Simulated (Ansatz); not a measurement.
# CO on Pt (111)

Aim: for Pt, compare the adsorption sites of CO.

Computed with Ansatz 0.2.0 (DFT RPBE, scalar-relativistic, plane waves, PAW, unless a step's input says otherwise).

3 further runs of the same task are left out: 3 set aside as unsound or not needed.

### 1 The system as given

The structure is trigonal, space group P-3m1 (No. 164). The conventional cell has a = 2.823 Å, b = 2.823 Å, c = 23.916 Å, α = 90.00°, β = 90.00°, γ = 120.00°. Pt (site symmetry 3m) has 9 Pt at 2.82 Å as nearest neighbours. Pt (site symmetry 3m) is surrounded by 12 Pt at 2.80 to 2.82 Å.

Structure file:

```cif
data_structure
_symmetry_space_group_name_H-M 'P-3m1'
_symmetry_Int_Tables_number 164
_cell_length_a 2.8234
_cell_length_b 2.8234
_cell_length_c 23.9158
_cell_angle_alpha 90.000
_cell_angle_beta 90.000
_cell_angle_gamma 120.000
_cell_volume 165.10
loop_
_atom_site_label
_atom_site_type_symbol
_atom_site_symmetry_multiplicity
_atom_site_Wyckoff_symbol
_atom_site_fract_x
_atom_site_fract_y
_atom_site_fract_z
_atom_site_occupancy
Pt1 Pt 2 c 0.00000 0.00000 0.85582 1
Pt2 Pt 2 d 0.66667 0.33333 0.95221 1
```

Planes are indexed in the bulk's conventional cell (Fm-3m (No. 225)), a = 3.993 Å, b = 3.993 Å, c = 3.993 Å, α = 90.00°, β = 90.00°, γ = 90.00°.

It is a (111) slab, 6.9 Å thick as cut, with 17 Å of vacuum, in a 2×1 surface cell; its outer planes are Pt (top) and Pt (bottom). An earlier relaxation, lower half held, gave -100292.1629 eV, work function 5.57 eV.

### 2 CO at the top (Pt) site

input.yaml

```yaml
crystal:
  lattice:
    - [5.6467621712, 0.0, 0.0]
    - [-1.4116905428, 2.4451197447, 0.0]
    - [0.0, 0.0, 27.0658430092]
  atoms:
    - { symbol: Pt, position: [0.3333333333, 0.3333333333, 0.3140489656] }
    - { symbol: Pt, position: [0.8333333333, 0.3333333333, 0.3140489656] }
    - { symbol: Pt, position: [0.6666666667, 0.6666666667, 0.3992220379] }
    - { symbol: Pt, position: [0.1666666667, 0.6666666667, 0.3992220379] }
    - { symbol: Pt, position: [-6.61e-08, -6.61e-08, 0.483320639] }
    - { symbol: Pt, position: [0.4999999339, -6.61e-08, 0.483320639] }
    - { symbol: Pt, position: [0.3333333025, 0.3333333025, 0.5688499598] }
    - { symbol: Pt, position: [0.8333333025, 0.3333333025, 0.5688499598] }
    - { symbol: C, position: [0.3333333025, 0.3333333025, 0.6493942827] }
    - { symbol: O, position: [0.3333333025, 0.3333333025, 0.6918832604] }
basis:
  ecutwfc: 420
kpoints:
  mp_grid: { grid: [6, 12, 1] }
hamiltonian:
  xc: rpbe
scf:
  occupations: { method: gaussian, width: 0.1 }
output:
  forces: true
  eigenvalues: true
  write_density: true
  write_potential: true
  elf: true
  volumetric_format: npy
relax:
  adjacent_minimum: "off"
  f_tol: 0.03
  max_steps: 70
  constraints: [{ sites: [0, 1, 2, 3] }]
efield:
  axis: 3
  dipole_correction: true
```

Run with:

```bash
$ ansatz run input.yaml --threads 2 --pin off --max-ram 5120MiB --backend cpu --events-out ev --progress --plain --runs-dir out
```

The session goes on with these runs: start: CO, hollow (nearest Pt); CO put at a bridge (Pt-Pt) site.

Before running it: what results should come out? Wanted: CO: lowest end.

The runs gave:

| quantity | value |
| --- | --- |
| CO: lowest end | from the top (Pt) start, 1 bonded, 1.85 Å high |

What this shows: It lowers the work function by 0.25 eV, as a dipole layer with its positive end outwards does. A start on a symmetric site keeps its symmetry, so an end may be a saddle point and not a minimum. Spin-orbit coupling is left out for Pt.
